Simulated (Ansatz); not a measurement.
# BCl2HO: the cost of one run

Program: Ansatz 0.2.0. Level of theory: RKS PBE/6-31G*. These are calculated values, not measurements.

## (1) The structure to begin with

Bond lengths: B1–Cl2 1.860 Å, B1–Cl3 1.860 Å, B1–O4 1.410 Å, O4–H5 1.010 Å. Angles: Cl2–B1–Cl3 120.0°, Cl2–B1–O4 120.0°, Cl3–B1–O4 120.0°, B1–O4–H5 109.5°.

As a file:

```xyz
5

B     0.0000    0.0000    0.0000
Cl    0.0000    0.0000    1.8600
Cl    1.6108    0.0000   -0.9300
O    -1.2211    0.0000   -0.7050
H    -1.7308   -0.8467   -0.4965
```

## (2) Preparing the start

The input, input.yaml:

```yaml
crystal:
  periodic: [false, false, false]
  atoms:
    - { symbol: B, position_ang: [0.0, 0.0, 0.0] }
    - { symbol: Cl, position_ang: [0.0, 0.0, 1.86] }
    - { symbol: Cl, position_ang: [1.6108, 0.0, -0.93] }
    - { symbol: O, position_ang: [-1.2211, 0.0, -0.705] }
    - { symbol: H, position_ang: [-1.7308, -0.8467, -0.4965] }
basis:
  gaussian: { orbitals: "6-31G*" }
hamiltonian:
  xc: pbe
relax:
  f_tol: 0.02
  max_steps: 40
output:
  orbitals: {}
```

Command:

```sh
$ ansatz run input.yaml --threads 1 --pin off --max-ram 2048MiB --backend cpu --events-out ev --progress --plain --runs-dir out
```

What time and memory should one allow on 1 thread of Arm Neoverse V2, shared host?

About 15 s, with a peak of 0.13 GiB.
